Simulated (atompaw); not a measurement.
**Pseudopotential generation for iodine: PAW (atompaw), PBE**

Do these settings give a usable potential? It is generated, then checked for scattering, ghosts and hardness.

Method: atompaw 4.2.0.5, PBE, scalar-relativistic.

## Step 1: The design

The settings as typed:

| Property | Result |
| --- | --- |
| element | iodine (I, Z = 53) |
| type | PAW |
| frozen core | [Kr] 4d10 |
| valence charge | 7 |
| reference configuration | 5s2 5p3 (charge +2) |
| partial waves | 5s (bound); 5s channel at 1.85 Ry; 5p (bound); 5p channel at 3.35 Ry |
| local potential | bessel scheme, radius 2.00 bohr |
| core correction | smooth core density matched at 1.85 bohr |
| augmentation charge | besselshape compensation charge, radius 1.55 bohr; PAW radius 2.05 bohr; waves and projectors: bloechl |

The nodes and maxima of the atom's own shells, from an earlier all-electron run, set the scale for the radii.

All-electron outer shells of the reference configuration (PBE, scalar-relativistic, ld1.x):

| shell | level (eV) | outermost node (bohr) | outermost maximum (bohr) |
| --- | --- | --- | --- |
| 5s | -36.00 | 0.88 | 1.68 |
| 5p | -24.48 | 0.96 | 1.92 |
| 5d | -11.02 | 1.16 | 2.80 |
| 4f | -5.18 | – | 3.83 |

## Step 2: Generating the potential

The input, I.input:

```
I 53
GGA-PBE scalarrelativistic loggrid 1500 logderivrange -5 5 251
5 5 4 0 0 0
5 1 3
0 0 0
c
c
c
c
v
c
c
c
v
c
c
1
2.05 1.55 2.00 1.85
y
1.85
n
y
3.35
n
bloechl besselshape
bessel
PWSCFOUT
UPFDX 0.0125d0 UPFXMIN -7.d0 UPFZMESH 53.d0
END
```

Command:

```sh
$ atompaw < I.input > I.log
```

Q: Predict the outcome of this session. Wanted: cutoffs for 10 and 1 mRy, occupied levels; bound ghosts; largest phase difference near zero energy, channels read; lowest eigenvalue of the overlap; share of valence orbitals outside the PAW sphere; UPF file.

The runs gave:

```
                                                quantity             value
               cutoffs for 10 and 1 mRy, occupied levels   15 Ry and 21 Ry
                                            bound ghosts    d at -13.95 eV
largest phase difference near zero energy, channels read         0.001 rad
         lowest eigenvalue of the overlap (Bessel basis)         0.393 (s)
        share of valence orbitals outside the PAW sphere  5s 35 %, 5p 54 %
                                                UPF file           written
```

What this shows: A bound ghost (d) makes it unfit for use: electrons can fall into a state that the atom doesn't have. The potential is soft on the atom at that tolerance: the looser tolerance needs 15 Ry. Near zero energy the phases of the channels with partial waves agree within 0.001 rad. These are tests on the free atom; a crystal test is still owed.
